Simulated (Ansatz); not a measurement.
**AsH2(SiH3) (SiAsH₅): inputs that go wrong**

Aim: try 2 inputs for AsH2(SiH3) (SiAsH₅) as typed, read how each ends, and find what has to change.

The runs use Ansatz 0.2.0, Gaussian basis; the settings change from run to run.

## Step 1: The molecule

An earlier r2SCAN-D4 in a triple-zeta def2 set relaxation fixed the geometry.

7 atoms, charge 0, spin multiplicity 1.

Atoms are counted from 1 here; the program's logs count them from 0.

Bond lengths: As1–H2 1.522 Å, As1–H3 1.522 Å, As1–Si4 2.368 Å, Si4–H5 1.485 Å, Si4–H6 1.485 Å, Si4–H7 1.485 Å. Angles: H2–As1–H3 91.9°, H2–As1–Si4 91.8°, H3–As1–Si4 91.9°, As1–Si4–H5 113.6°, As1–Si4–H6 108.2°, As1–Si4–H7 108.1°, H5–Si4–H6 109.0°, H5–Si4–H7 109.0°, H6–Si4–H7 108.8°.

## Step 2: Input 1

Contents of in.yaml:

```yaml
crystal:
  periodic: [false, false, false]
  atoms:
    - {symbol: As, position_ang: [0.611343, 1.016001, 1.047915]}
    - {symbol: H, position_ang: [1.815703, 1.023101, 0.117909]}
    - {symbol: H, position_ang: [-0.097941, 2.077273, 0.219648]}
    - {symbol: Si, position_ang: [-0.413122, -0.735831, -0.172021]}
    - {symbol: H, position_ang: [-0.391992, -0.528717, -1.642053]}
    - {symbol: H, position_ang: [-1.822698, -0.852827, 0.280056]}
    - {symbol: H, position_ang: [0.298698, -1.999000, 0.148536]}
basis:
  gaussian: {orbitals: def2-mTZVPP}
total_charge: -2
magnetization: {spin_polarized: true, initial_magnetization: 0}
hamiltonian: {xc: {name: B2GP-PLYP}}
scf: {omitted_lower_state_checks: [starts]}
```

The run is started by

```
> ansatz run in.yaml --threads 4 --pin off --events-out ev --progress --plain --max-ram 3916MiB
```

Log:

```text
Functional definition: B2GP-PLYP
  name "B2GP-PLYP"
  cite "Karton, Tarnopolsky, Lamère, Schatz & Martin, J. Phys. Chem. A 112, 12868 (2008) doi:10.1021/jp801805p"
  cite "Becke, Phys. Rev. A 38, 3098 (1988) doi:10.1103/PhysRevA.38.3098"
  cite "Lee, Yang & Parr, Phys. Rev. B 37, 785 (1988) doi:10.1103/PhysRevB.37.785"
  parameter a = 0.65
  parameter c = 0.36
  exchange = (1 - a)*b88_x + a*exact_x
  correlation = (1 - c)*lyp_c + c*(mp2_os + mp2_ss)
these checks for a lower state are left out or cut short: starts
873 factors; integrals over basis functions are off by at most 1.3e-3 eV
mean field evaluation 1: about -68764.6790 eV, gradient 1.9e1 eV
mean field evaluation 2: about -68764.6742 eV, gradient 1.9e1 eV
mean field evaluation 4: about -68767.1157 eV, gradient 1.4e0 eV
mean field evaluation 8: about -68767.1277 eV, gradient 5.0e-2 eV
mean field evaluation 16: about -68767.1280 eV, gradient 4.4e-4 eV
a density is far from that of the atoms, so the factors are made again for it
908 factors; integrals over basis functions are off by at most 1.3e-3 eV
mean field evaluation 32: about -68765.8412 eV, gradient 1.7e1 eV
mean field -68767.12801662 eV, -2527.1453425774 hartree, gradient 3.0e-6 eV, S^2 0.000000; 1 other end points of the search recorded, 0 dependent functions left out
14 core orbitals not correlated: weight in the atoms' cores, before any rotation towards them, 1.000 or more for the frozen orbitals, at most 0.000 for the correlated occupied ones
reference -68767.12813627 eV, -2527.1453469744 hartree; 13, 13 occupied and 61, 61 virtual orbitals, 908 factors
second order -12.29537722 eV of doubles, -0.00000000 eV of singles
Total energy: -68771.55447207 eV, -2527.3080118147 hartree
Checks for a lower state left out: starts
```

Wall time 3.5 s (4 threads of Arm Neoverse V2, shared host).

Diagnosis: It ended without an error, which proves nothing about the input. The charge is far from anything that the molecule holds. It asks for charge -2; the species has 0. Its energy belongs to another ion. Cure: type the charge that the molecule really has.

## Step 3: Input 2

Contents of in.yaml:

```yaml
crystal:
  periodic: [false, false, false]
  atoms:
    - {symbol: As, position_ang: [0.611343, 1.016001, 1.047915]}
    - {symbol: H, position_ang: [1.815703, 1.023101, 0.117909]}
    - {symbol: H, position_ang: [-0.097941, 2.077273, 0.219648]}
    - {symbol: Si, position_ang: [-0.413122, -0.735831, -0.172021]}
    - {symbol: H, position_ang: [-0.391992, -0.528717, -1.642053]}
    - {symbol: H, position_ang: [-1.822698, -0.852827, 0.280056]}
    - {symbol: H, position_ang: [0.298698, -1.999000, 0.148536]}
basis:
  gaussian: {orbitals: STO-3G}
hamiltonian: {xc: {name: B2PLYP}, dispersion: rvv10}
output: {forces: true}
```

The command is unchanged.

Log:

```text
Error: invalid value for `hamiltonian.dispersion`: this functional's text states its nonlocal part
```

Wall time 0.05 s (4 threads of Arm Neoverse V2, shared host).

Diagnosis: Refused before any calculation. The dispersion term doesn't go with the functional. Fix: leave the dispersion key out, or pick one that has parameters for this functional.

## Step 4: How the tries ended

```tsv
input	level	ended	cause	time
1	B2GP-PLYP/def2-mTZVPP	converged	the charge is far from anything that the molecule holds	3.5 s
2	B2PLYP/STO-3G	refused	the dispersion term doesn't go with the functional	0.05 s
```

In words: 1 converged, 1 refused. A refusal costs next to no computing time. The dangerous case is the input that converges on a wrong geometry, charge, spin, basis or grid: often only a look at the input shows it.

A small anion of this charge may not be bound in the gas phase; the finite basis can hold electrons that would leave.
